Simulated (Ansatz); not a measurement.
# C2H5F2NSi: up Jacob's ladder to CCSD(T)

One table from this session's results is given with a row withheld; the runs are named, their logs left out.

Method: functionals in def2-TZVPP, the program's frozen cores in correlated methods; program: Ansatz 0.2.0, Gaussian basis.

Plan: LDA (SPW92), PBE-D4, revPBE-D4, BLYP-D4, r2SCAN-D4, B97M-V, PBE0-D4, B3LYP-D4, r2SCANh-D4, r2SCAN0-D4, HSE06-D4, BHLYP-D4, CAM-B3LYP-D4, LC-ωPBE, ωB97X-V, ωB97M-V, B2PLYP, PBE-QIDH; CCSD(T)/def2-SVP; CCSD(T)/def2-TZVPP; MP2/def2-QZVPP; extrapolation to the limit; RPA on PBE.

**The geometry**

All runs share one geometry, relaxed beforehand with PBE0-D4 in a triple-zeta def2 set.

11 atoms, charge 0, spin multiplicity 1.

Atoms are counted from 1 here; the program's logs count them from 0.

Bond lengths: C1–Si2 1.851 Å, C1–H7 1.091 Å, C1–H8 1.094 Å, C1–H9 1.093 Å, Si2–N3 1.710 Å, Si2–C4 1.854 Å, Si2–H10 1.484 Å, N3–C4 1.393 Å, N3–H11 1.008 Å, C4–F5 1.361 Å, C4–F6 1.362 Å. Angles: Si2–C1–H7 110.5°, Si2–C1–H8 110.4°, Si2–C1–H9 110.3°, H7–C1–H8 108.8°, H7–C1–H9 109.0°, H8–C1–H9 107.7°, C1–Si2–N3 119.4°, C1–Si2–C4 125.6°, C1–Si2–H10 112.7°, N3–Si2–C4 45.8°, N3–Si2–H10 118.4°, C4–Si2–H10 118.6°, Si2–N3–C4 72.5°, Si2–N3–H11 153.6°, C4–N3–H11 127.8°, Si2–C4–N3 61.7°, Si2–C4–F5 126.9°, Si2–C4–F6 123.6° and more.

As a file:

```mol
C2H5F2NSi
  3D, bonds by distance, orders not assigned

 11 11  0  0  0  0  0  0  0  0999 V2000
    0.7217   -1.5960   -0.4733 C   0  0
    0.5873    0.1209    0.2041 Si  0  0
   -0.8583    0.6082    0.9772 N   0  0
   -0.7474    1.3412   -0.2024 C   0  0
   -1.7510    1.1819   -1.1082 F   0  0
   -0.6048    2.6886   -0.0647 F   0  0
   -0.2191   -1.9001   -0.9342 H   0  0
    0.9669   -2.3027    0.3244 H   0  0
    1.5175   -1.6481   -1.2208 H   0  0
    1.8764    0.6300    0.7344 H   0  0
   -1.4238    0.8192    1.7842 H   0  0
  1  2  8  0
  2  3  8  0
  3  4  8  0
  4  5  8  0
  4  6  8  0
  1  7  8  0
  1  8  8  0
  1  9  8  0
  2 10  8  0
  3 11  8  0
  2  4  8  0
M  END
```

Set-up of the first run:

in.yaml

```yaml
crystal:
  periodic: [false, false, false]
  atoms:
    - {symbol: C, position_ang: [0.721674, -1.595998, -0.473333]}
    - {symbol: Si, position_ang: [0.587289, 0.120945, 0.204088]}
    - {symbol: N, position_ang: [-0.858343, 0.608153, 0.977241]}
    - {symbol: C, position_ang: [-0.747395, 1.341196, -0.202428]}
    - {symbol: F, position_ang: [-1.750988, 1.181850, -1.108166]}
    - {symbol: F, position_ang: [-0.604758, 2.688563, -0.064717]}
    - {symbol: H, position_ang: [-0.219083, -1.900072, -0.934202]}
    - {symbol: H, position_ang: [0.966915, -2.302697, 0.324420]}
    - {symbol: H, position_ang: [1.517487, -1.648115, -1.220781]}
    - {symbol: H, position_ang: [1.876356, 0.629982, 0.734366]}
    - {symbol: H, position_ang: [-1.423754, 0.819195, 1.784214]}
basis:
  gaussian: {orbitals: def2-TZVPP}
hamiltonian: {xc: lda}
output: {orbitals: {seedname: orbitals}}
```

Started as:

```bash
$ ansatz run in.yaml --threads 4 --pin off --events-out ev --progress --plain --max-ram 10444MiB
```

Steps of the session up to this table: LDA; PBE-D4 (GGA); revPBE-D4 (GGA); BLYP-D4 (GGA); r2SCAN-D4 (meta-GGA); B97M-V (meta-GGA); PBE0-D4 (hybrid); B3LYP-D4 (hybrid); r2SCANh-D4 (hybrid); r2SCAN0-D4 (hybrid); HSE06-D4 (hybrid); BHLYP-D4 (hybrid); CAM-B3LYP-D4 (range-separated); LC-ωPBE (range-separated); ωB97X-V (range-separated); ωB97M-V (range-separated); B2PLYP (double hybrid); PBE-QIDH (double hybrid).

One table of the session follows, with a row left open; its other results are not shown here.

It belongs to the step «Orbital energies across the functionals». 

```
  functional  HOMO (eV)  gap (eV)
 LDA (SPW92)      -6.43      5.18
      PBE-D4      -6.26      5.20
   revPBE-D4      -6.19      5.22
     BLYP-D4      -6.16      5.20
   r2SCAN-D4      -6.52      5.77
      B97M-V      -6.60      5.74
     PBE0-D4      -7.63      7.42
    B3LYP-D4      -7.43      6.96
  r2SCANh-D4      -7.04      6.58
  r2SCAN0-D4      -7.81      7.78
    HSE06-D4      -7.23      6.64
    BHLYP-D4      -8.96      9.55
CAM-B3LYP-D4      -9.05      9.80
     LC-ωPBE          ?         ?
     ωB97X-V     -10.00     11.80
     ωB97M-V      -9.88     11.38
```

**Question.** Estimate the row for LC-ωPBE.

As computed: HOMO (eV): -10.34; gap (eV): 12.29. In the column «HOMO (eV)» it is the lowest.
